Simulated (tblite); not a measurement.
# C3H12SSi3: the cost of one run

Programs: tblite 0.8.0 and PySCF 2.14.0, with density-fitted response routines of our own. Each step states its level of theory. These are calculated values for one molecule in the gas phase, unless marked as measured. Atoms are numbered from 0 throughout.

## Step 1: Starting geometry

19 atoms, charge 0, multiplicity 1; geometry from: force field or distance geometry start.

Bonds of the start (Å): C0–C1 1.32, C1–Si2 1.86, Si2–C3 1.85, C3–Si4 1.87, Si4–S5 2.17, S5–Si6 2.16, C0–H7 1.08, C0–H8 1.10, C1–H9 1.11, Si2–H10 1.50, Si2–H11 1.47, C3–H12 1.10, C3–H13 1.10, Si4–H14 1.47, Si4–H15 1.49, Si6–H16 1.48, Si6–H17 1.47, Si6–H18 1.46.

## Step 2: Geometry optimisation with GFN2-xTB

The job: settings as JSON, then the geometry in Å.

```
{"job": {"kind": "relax", "xc": "GFN2-xTB", "basis": "xTB"}, "charge": 0, "multiplicity": 1}
C     -2.809000     1.566700    -0.588400
C     -2.983900     0.536400     0.218000
Si    -2.051500    -1.059900     0.034700
C     -0.544700    -0.762300    -0.998300
Si     0.878300    -0.385500     0.148700
S      2.507800     0.283900    -1.115300
Si     4.223600     0.307000     0.194000
H     -2.130200     1.575100    -1.427800
H     -3.420500     2.451900    -0.358100
H     -3.688500     0.594600     1.068200
H     -2.878800    -2.052700    -0.719600
H     -1.765500    -1.600300     1.375600
H     -0.304400    -1.619000    -1.647300
H     -0.728900     0.104400    -1.648000
H      0.588600     0.691800     1.102300
H      1.409600    -1.593300     0.834700
H      4.097400    -0.892100     1.053700
H      4.108600     1.520600     1.024300
H      5.482100     0.341800    -0.543700
```

On the command line:

```sh
OMP_NUM_THREADS=1 python probes_run.py task.json out
```

One launch serves the whole session: the jobs run in the order shown.

Q: Estimate the wall time and peak memory of this first job on 1 thread of Arm Neoverse N1, shared host.

About 2.1 s, with a peak of 0.18 GiB.
